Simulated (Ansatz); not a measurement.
**BGeH2 (quartet): from Hartree-Fock to the top rungs, cc-pVTZ**

How much of the correlation energy of BGeH2 (quartet) does each wave-function method recover here?

Program: Ansatz 0.2.0, Gaussian basis. Level of theory: cc-pVTZ, core rule «outside noble gas», up to 15 orbitals frozen. These are calculated values, not measurements.

The runs, in order: UHF; CCSD(T) on ROHF; CCSD(T) on UHF; BCCD(T) on ROHF; CCSDT(Q) on ROHF; CCSDT(Q) on UHF; CASSCF and MRCISD+Q, 9 electrons in 10 orbitals; CASSCF and NEVPT2, 9 electrons in 10 orbitals.

4 further runs of the same task are left out: 2 for a known fault of the program, 2 set aside as unsound or not needed.

### 1 The system

The geometry is a PBE0/def2-TZVP stationary point (not a proven minimum). No spin-orbit coupling is included. The filled d shell of Ge may be among the frozen orbitals whatever the setting's name suggests; the logs give the count.

4 atoms, charge 0, spin multiplicity 4.

Atoms are counted from 1 here; the program's logs count them from 0.

Bond lengths: Ge1–B2 1.931 Å, Ge1–H3 1.542 Å, Ge1–H4 1.542 Å. Angles: B2–Ge1–H3 125.2°, B2–Ge1–H4 125.2°, H3–Ge1–H4 109.6°.

### 2 UHF

Input file in.yaml:

```yaml
crystal:
  periodic: [false, false, false]
  atoms:
    - {symbol: Ge, position_ang: [0.000000, 0.000000, 0.223242]}
    - {symbol: B, position_ang: [0.000000, 0.000000, -1.707389]}
    - {symbol: H, position_ang: [0.000000, 1.259295, 1.112326]}
    - {symbol: H, position_ang: [0.000000, -1.259295, 1.112326]}
basis:
  gaussian: {orbitals: cc-pVTZ}
magnetization: {spin_polarized: true, initial_magnetization: 3}
hamiltonian: {xc: hf}
output: {orbitals: {seedname: orbitals}}
```

On the command line:

```
ansatz run in.yaml --threads 1 --pin off --events-out ev --progress --plain --max-ram 2816MiB --backend cpu
```

The runs that follow: CCSD(T) on ROHF; CCSD(T) on UHF; BCCD(T) on ROHF; CCSDT(Q) on ROHF; CCSDT(Q) on UHF; CASSCF and MRCISD+Q, 9 electrons in 10 orbitals; CASSCF and NEVPT2, 9 electrons in 10 orbitals.

**Question.** What will the summary of the whole plan be? Wanted: UCCSDT(Q) below the RHF energy; RMP2 from UCCSDT(Q); UMP2 from UCCSDT(Q); RCCSD from UCCSDT(Q); RCCSD(T) from UCCSDT(Q); UCCSD(T) from UCCSDT(Q); RCCSDT(Q) from UCCSDT(Q); NEVPT2 valence from UCCSDT(Q); MRCISD+Q valence from UCCSDT(Q).

As calculated:

```
                         quantity                      value
   UCCSDT(Q) below the RHF energy                 -5.1762 eV
              RMP2 from UCCSDT(Q)              +102.0 kJ/mol
              UMP2 from UCCSDT(Q)              +103.5 kJ/mol
             RCCSD from UCCSDT(Q)               +23.3 kJ/mol
          RCCSD(T) from UCCSDT(Q)                +4.7 kJ/mol
          UCCSD(T) from UCCSDT(Q)                +4.4 kJ/mol
         RCCSDT(Q) from UCCSDT(Q)                +0.4 kJ/mol
    NEVPT2 valence from UCCSDT(Q)               +84.5 kJ/mol
  MRCISD+Q valence from UCCSDT(Q)                +4.3 kJ/mol
levels within 1 kcal/mol (43 meV)  RCCSDT, UCCSDT, RCCSDT(Q)
                    T1 diagnostic                      0.023
   effectively unpaired electrons                       3.02
```

In words: RCCSD(T) misses by +4.7 kJ/mol, 0.9 % of the correlation energy. One determinant dominates. Of the multireference levels listed MRCISD+Q valence comes nearest in total energy (+4.3 kJ/mol), which doesn't show that its space is the better one. These misses are within one basis, not against nature; the frozen cores of restricted and unrestricted runs differ, which can shift their rows.
